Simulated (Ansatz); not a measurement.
# GaNCl (doublet): wave-function methods side by side at a displaced geometry (v1), cc-pVDZ

The task here is to estimate one member of a computed series from the others.

Computed with Ansatz 0.2.0, Gaussian basis. Level: cc-pVDZ, core rule «outside noble gas», up to 20 orbitals frozen.

The runs, in order: UHF; CCSD(T) on ROHF; CCSD(T) on UHF; BCCD(T) on ROHF; CISD; CCSDT(Q) on ROHF; CCSDT(Q) on UHF.

33 further runs of the same task are left out: 10 for a known fault of the program, 13 that didn't finish, 10 set aside as unsound or not needed.

## The geometry

The geometry is a PBE0/def2-TZVP stationary point (not a proven minimum) with its atoms shifted at random (size 0.040 Å). No spin-orbit coupling is included. The filled d shell of Ga may be among the frozen orbitals whatever the setting's name suggests; the logs give the count.

3 atoms, charge 0, spin multiplicity 2.

Atoms are counted from 1 here; the program's logs count them from 0.

Bond lengths: Cl1–Ga2 2.113 Å, Ga2–N3 1.803 Å. Angles: Cl1–Ga2–N3 177.2°.

The first run:

File in.yaml:

```yaml
crystal:
  periodic: [false, false, false]
  atoms:
    - {symbol: Cl, position_ang: [-0.015433, -0.009008, 2.009040]}
    - {symbol: Ga, position_ang: [-0.016266, -0.025151, -0.103813]}
    - {symbol: N, position_ang: [0.031698, 0.034159, -1.905227]}
basis:
  gaussian: {orbitals: cc-pVDZ}
magnetization: {spin_polarized: true, initial_magnetization: 1}
hamiltonian: {xc: hf}
output: {orbitals: {seedname: orbitals}}
```

Launch:

```sh
$ ansatz run in.yaml --threads 1 --pin off --events-out ev --progress --plain --max-ram 2393MiB
```

Steps of the session up to this table: UHF; CCSD(T) on ROHF; CCSD(T) on UHF; BCCD(T) on ROHF; CISD; CCSDT(Q) on ROHF; CCSDT(Q) on UHF.

One table of the session follows, with a row left open; its other results are not shown here.

| method | from RCCSDT(Q) (meV) |
| --- | --- |
| ROHF | +10213.9 |
| UHF | +9914.5 |
| RMP2 | +1154.6 |
| UMP2 | ? |
| RCCSD | +482.2 |
| UCCSD | +483.4 |
| RCCSD(T) | +87.6 |
| UCCSD(T) | +129.8 |
| BCCD(T) | +93.4 |
| RCCSDT | +43.1 |
| UCCSDT | +47.1 |
| RCCSDT(Q) | 0 |
| UCCSDT(Q) | -14.5 |

Q: Estimate the row for UMP2 from the others.

**Answer.** from RCCSDT(Q) (meV): +1741.5. In the column «from RCCSDT(Q) (meV)» it lies between RMP2 (+1154.6) and UHF (+9914.5).

Not comparable, so not listed: CISD (they don't share determinant, frozen orbitals or solution with the rows shown, or repeat one).

To keep in mind: The determinant is far from a pure spin state, so its energy mixes those of several spin states (harmless only where they are near-degenerate, as at dissociation). Restricted and unrestricted rows rest on different reference determinants; where their highest levels disagree by more than a few hundredths of an eV, they describe different states and don't form one ladder.
